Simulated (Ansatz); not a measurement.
Task: a rigid scan of one bond length of CH4BrClSi, SMILES [SiH3]C(Cl)Br, with the Python package of Ansatz (0.2.0). Give the script and its output. Settings (for the species named): PBE, def2-SVP basis, multiplicity 1.

```xyz
8

Si   -0.1467    0.7704    0.3982
C     0.3066   -0.7338   -0.4561
Cl    1.0052   -1.8613    0.6875
Br   -1.1575   -1.5777   -1.2897
H    -0.7887    1.7764   -0.5929
H    -1.1950    0.6038    1.4648
H     1.0002    1.5100    0.9997
H     1.0681   -0.5449   -1.2674
```

Script `scan_ch4brclsi.py`:
```python
# -*- coding: utf-8 -*-
import ansatz
from ase import Atoms
import numpy as np

SETTINGS = {
    "basis": "def2-SVP",
    "xc": "pbe",
}

atoms = Atoms(["Si", "C", "Cl", "Br", "H", "H", "H", "H"], positions=[
    (-0.1467, 0.7704, 0.3982),
    (0.3066, -0.7338, -0.4561),
    (1.0052, -1.8613, 0.6875),
    (-1.1575, -1.5777, -1.2897),
    (-0.7887, 1.7764, -0.5929),
    (-1.195, 0.6038, 1.4648),
    (1.0002, 1.51, 0.9997),
    (1.0681, -0.5449, -1.2674),
])
mol = ansatz.Crystal.molecule_from_ase(atoms)

symbols = [site.symbol for site in mol.cartesian_sites]
start = np.array([site.position_ang for site in mol.cartesian_sites])
axis = (start[5] - start[0]) / np.linalg.norm(start[5] - start[0])
moving = [5]
lengths, energies = [1.28, 1.38, 1.5, 1.66, 1.88, 2.26, 2.71, 3.31], []
for length in lengths:
    xyz = start.copy()
    xyz[moving] += (length - np.linalg.norm(start[5] - start[0])) * axis
    point = ansatz.Crystal.molecule()
    for symbol, place in zip(symbols, xyz):
        point = point.atom(symbol, place.tolist())
    base = (
        point.calculation()
        .basis(gaussian=SETTINGS["basis"])
        .functional(SETTINGS["xc"])
    )
    report = base.run(threads=1, pin="off").report
    energies.append(report["free_energy_ev"])
    print(f"r = {length:6.3f} A  E = {energies[-1]:.5f} eV  <S^2> = {abs(report['mean_field']['state']['spin_squared']):.3f}")

print("energy above the lowest point (eV):", [round(e - min(energies), 3) for e in energies])
```

```console
$ python scan_ch4brclsi.py
r =  1.280 A  E = -91510.44862 eV  <S^2> = 0.000
r =  1.380 A  E = -91510.88659 eV  <S^2> = 0.000
r =  1.500 A  E = -91511.03697 eV  <S^2> = 0.000
r =  1.660 A  E = -91510.86165 eV  <S^2> = 0.000
r =  1.880 A  E = -91510.29044 eV  <S^2> = 0.000
r =  2.260 A  E = -91509.09961 eV  <S^2> = 0.000
r =  2.710 A  E = -91507.89386 eV  <S^2> = 0.000
r =  3.310 A  E = -91506.81691 eV  <S^2> = 0.000
energy above the lowest point (eV): [0.588, 0.15, 0.0, 0.175, 0.747, 1.937, 3.143, 4.22]
```

Reading the output:
- The settings weren't tested for convergence.
- The rest of the molecule is held rigid at a force-field or estimated start geometry, and the basis set is modest; single-reference methods fail as a bond breaks.
- The orbitals are restricted, so S² is zero by construction.
- Toward dissociation an unrestricted state can lie under the restricted one, by tenths of an eV for polar bonds under a functional and by 1 to 2 eV or more for others.
- Wall time of the script: 26 s on 1 thread of Arm Neoverse V1, with other jobs on the host, peak memory 0.21 GiB.

(A comment or docstring line of the script was reworded after the run, the code is as it ran; lines on the test bed's own set-up are left out of the output.)
